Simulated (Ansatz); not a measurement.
# CH7NSiTe: basis-set convergence

An exercise on one series of results from a longer session: the logs are not shown, and one member is left open.

Computed with Ansatz 0.2.0, Gaussian basis. Level: one geometry, several basis sets.

The runs, in order: PBE0-D4/def2-SVP; ωB97M-V/def2-SVP; PBE0-D4/def2-QZVPP; ωB97M-V/def2-QZVPP; the functionals' def2-TZVPP values are taken from earlier runs.

## The relaxed structure

All runs share one geometry, relaxed beforehand with PBE0-D4 in a triple-zeta def2 set. Te takes the def2 core potential; no spin-orbit term is included.

11 atoms, charge 0, spin multiplicity 1.

Atoms are counted from 1 here; the program's logs count them from 0.

Bond lengths: C1–Te2 2.150 Å, C1–H5 1.087 Å, C1–H6 1.088 Å, C1–H7 1.088 Å, Te2–Si3 2.481 Å, Si3–N4 1.715 Å, Si3–H8 1.486 Å, Si3–H9 1.491 Å, N4–H10 1.007 Å, N4–H11 1.007 Å. Angles: Te2–C1–H5 109.7°, Te2–C1–H6 107.3°, Te2–C1–H7 108.4°, H5–C1–H6 110.3°, H5–C1–H7 110.9°, H6–C1–H7 110.2°, C1–Te2–Si3 93.7°, Te2–Si3–N4 109.5°, Te2–Si3–H8 113.0°, Te2–Si3–H9 103.8°, N4–Si3–H8 105.2°, N4–Si3–H9 116.8°, H8–Si3–H9 108.8°, Si3–N4–H10 120.6°, Si3–N4–H11 121.2°, H10–N4–H11 112.3°.

The first run:

in.yaml

```yaml
crystal:
  periodic: [false, false, false]
  atoms:
    - {symbol: C, position_ang: [-1.467696, 1.340188, -0.520169]}
    - {symbol: Te, position_ang: [-0.661025, 1.107691, 1.459504]}
    - {symbol: Si, position_ang: [0.538959, -0.990208, 0.899842]}
    - {symbol: N, position_ang: [1.554942, -0.724859, -0.455831]}
    - {symbol: H, position_ang: [-2.326012, 0.684969, -0.645756]}
    - {symbol: H, position_ang: [-1.768905, 2.380417, -0.626602]}
    - {symbol: H, position_ang: [-0.687571, 1.099831, -1.239126]}
    - {symbol: H, position_ang: [-0.374758, -2.089889, 0.494003]}
    - {symbol: H, position_ang: [1.208133, -1.368990, 2.177562]}
    - {symbol: H, position_ang: [1.779958, -1.480149, -1.082505]}
    - {symbol: H, position_ang: [2.269574, -0.016103, -0.440422]}
basis:
  gaussian: {orbitals: def2-SVP}
hamiltonian: {xc: pbe0, dispersion: d4}
output: {orbitals: {seedname: orbitals}}
```

Command:

```
$ ansatz run in.yaml --threads 4 --pin off --events-out ev --progress --plain --max-ram 10444MiB
```

Steps of the session up to this table: PBE0-D4 in def2-SVP; ωB97M-V in def2-SVP; PBE0-D4 in def2-QZVPP; ωB97M-V in def2-QZVPP.

One table of the session follows, with a row left open; its other results are not shown here.

It belongs to the step «Functionals by basis». 

| functional | basis | HOMO (eV) | LUMO (eV) |
| --- | --- | --- | --- |
| PBE0-D4 | def2-SVP | ? | ? |
| PBE0-D4 | def2-TZVPP | -6.01 | -0.42 |
| PBE0-D4 | def2-QZVPP | -6.04 | -0.52 |
| ωB97M-V | def2-SVP | -7.94 | 1.84 |
| ωB97M-V | def2-TZVPP | -8.09 | 1.32 |
| ωB97M-V | def2-QZVPP | -8.11 | 1.10 |

Estimate the missing values for PBE0-D4, def2-SVP.

**Answer.** HOMO (eV): -5.89; LUMO (eV): -0.09. In the column «HOMO (eV)» it is the highest.
